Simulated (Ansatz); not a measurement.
# IrC: the cost of one run

Computed with Ansatz 0.2.0 (DFT PBE, scalar-relativistic, plane waves, PAW, unless a step's input says otherwise).

The COD cell was measured well above room temperature, so it is larger than a cold one.

### Step 1. The system as given

It takes space group Fm-3m (No. 225, cubic). The conventional cell has a = 4.401 Å, b = 4.401 Å, c = 4.401 Å, α = 90.00°, β = 90.00°, γ = 90.00°. Ir (site symmetry m-3m) has 6 C at 2.20 Å as nearest neighbours. Around C (site symmetry m-3m) lie 6 Ir at 2.20 Å.

Coordinates:

```cif
data_structure
_symmetry_space_group_name_H-M 'Fm-3m'
_symmetry_Int_Tables_number 225
_cell_length_a 4.4010
_cell_length_b 4.4010
_cell_length_c 4.4010
_cell_angle_alpha 90.000
_cell_angle_beta 90.000
_cell_angle_gamma 90.000
_cell_volume 85.24
loop_
_atom_site_label
_atom_site_type_symbol
_atom_site_symmetry_multiplicity
_atom_site_Wyckoff_symbol
_atom_site_fract_x
_atom_site_fract_y
_atom_site_fract_z
_atom_site_occupancy
Ir1 Ir 4 a 0.00000 0.00000 0.00000 1
C1 C 4 b 0.50000 0.00000 0.00000 1
```

This is candidate A: rock salt type (Fm-3m, No. 225).

(A quick probe on a coarse mesh, which set the mesh and smearing, is not shown.)

### Step 3. The relaxation (candidate A)

File input.yaml:

```yaml
crystal:
  lattice:
    - [0.0, 2.2004800693, 2.2004800693]
    - [2.2004800693, 0.0, 2.2004800693]
    - [2.2004800693, 2.2004800693, 0.0]
  atoms:
    - { symbol: Ir, position: [0.0, 0.0, 0.0] }
    - { symbol: C, position: [0.5, 0.5, 0.5] }
basis:
  ecutwfc: 420
kpoints:
  mp_grid: { grid: [22, 22, 22] }
hamiltonian:
  xc: pbe
scf:
  occupations: { method: gaussian, width: 0.1 }
output:
  forces: true
  stress: true
  eigenvalues: true
relax:
  adjacent_minimum: "off"
  f_tol: 0.01
  max_steps: 80
  cell: { stress_tol: 0.05 }
```

On the command line:

```console
> ansatz run input.yaml --threads 1 --pin off --max-ram 2560MiB --backend cpu --events-out ev --progress --plain --runs-dir out
```

What time and memory should one allow on 1 thread of Intel Xeon 6975P-C (Granite Rapids), shared host?

About 13 s, with a peak of 0.43 GiB.
